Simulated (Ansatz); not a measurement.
FH₄N₂Si, SMILES [NH][SiH](N)F, a rigid scan of one bond length

Program: Ansatz 0.2.0 through its Python package.

Run as a notebook:

**Cell 1**
```python
import ansatz as az
from ase import Atoms
import numpy as np
```

**Cell 2**
```python
atoms = Atoms(['N', 'Si', 'N', 'F', 'H', 'H', 'H', 'H'], positions=[
    (-0.1096, -0.7748, -1.1239),
    (-0.5246, 0.2004, 0.2812),
    (1.04, 0.0834, 0.8194),
    (-0.7291, 1.7305, -0.1106),
    (-0.9996, -0.7365, -1.7354),
    (-1.4995, -0.4182, 1.1813),
    (1.5881, 0.685, 0.1793),
    (1.3264, -0.827, 0.4531),
])
geometry = az.Crystal.molecule_from_ase(atoms)
```

**Cell 3**
```python
symbols = [site.symbol for site in geometry.cartesian_sites]
start = np.array([site.position_ang for site in geometry.cartesian_sites])
axis = (start[0] - start[1]) / np.linalg.norm(start[0] - start[1])
moving = [0, 4]
lengths, energies = [1.549, 1.619, 1.69, 1.76, 1.83, 1.901, 1.971, 2.077], []
for length in lengths:
    xyz = start.copy()
    xyz[moving] += (length - np.linalg.norm(start[0] - start[1])) * axis
    point = az.Crystal.molecule()
    for symbol, place in zip(symbols, xyz):
        point = point.atom(symbol, place.tolist())
    model = point.calculation()
    model = model.basis(gaussian='cc-pVDZ')
    model = model.correlation('MP2')
    model = model.spin('collinear', total=1)
    data = model.run().report
    energies.append(data['free_energy_ev'])
    print(f'r = {length:6.3f} A  E = {energies[-1]:.5f} eV  <S^2> = {abs(data["mean_field"]["state"]["spin_squared"]):.3f}')
```
Output:
```text
r =  1.549 A  E = -13610.20489 eV  <S^2> = 0.757
r =  1.619 A  E = -13610.85542 eV  <S^2> = 0.757
r =  1.690 A  E = -13611.26273 eV  <S^2> = 0.757
r =  1.760 A  E = -13611.48047 eV  <S^2> = 0.758
r =  1.830 A  E = -13611.56389 eV  <S^2> = 0.759
r =  1.901 A  E = -13611.54798 eV  <S^2> = 0.760
r =  1.971 A  E = -13611.46004 eV  <S^2> = 0.763
r =  2.077 A  E = -13611.23114 eV  <S^2> = 0.772
```

**Cell 4**
```python
# quartic fit about the minimum
fit = np.polynomial.Polynomial.fit(lengths, np.array(energies) - min(energies), 4).convert()
roots = [r.real for r in fit.deriv().roots() if abs(r.imag) < 1e-9 and fit.deriv(2)(r.real) > 0]
r_e = min(roots, key=lambda r: abs(r - lengths[int(np.argmin(energies))]))
print(f'minimum of the fit at {r_e:.4f} A, force constant {fit.deriv(2)(r_e):.2f} eV/A^2')
```
Output:
```text
minimum of the fit at 1.8513 A, force constant 17.79 eV/A^2
```

Total energies depend on the basis set; only differences at equal settings carry meaning. The rest of the molecule is held rigid at a force-field or estimated start geometry, and the basis set is modest; single-reference methods fail as a bond breaks. The species is open-shell (spin multiplicity 2). S² is that of the Hartree-Fock reference. Wall time of the script: 12 s on 1 thread of Arm Neoverse V2, on a shared host, peak memory 0.24 GiB.
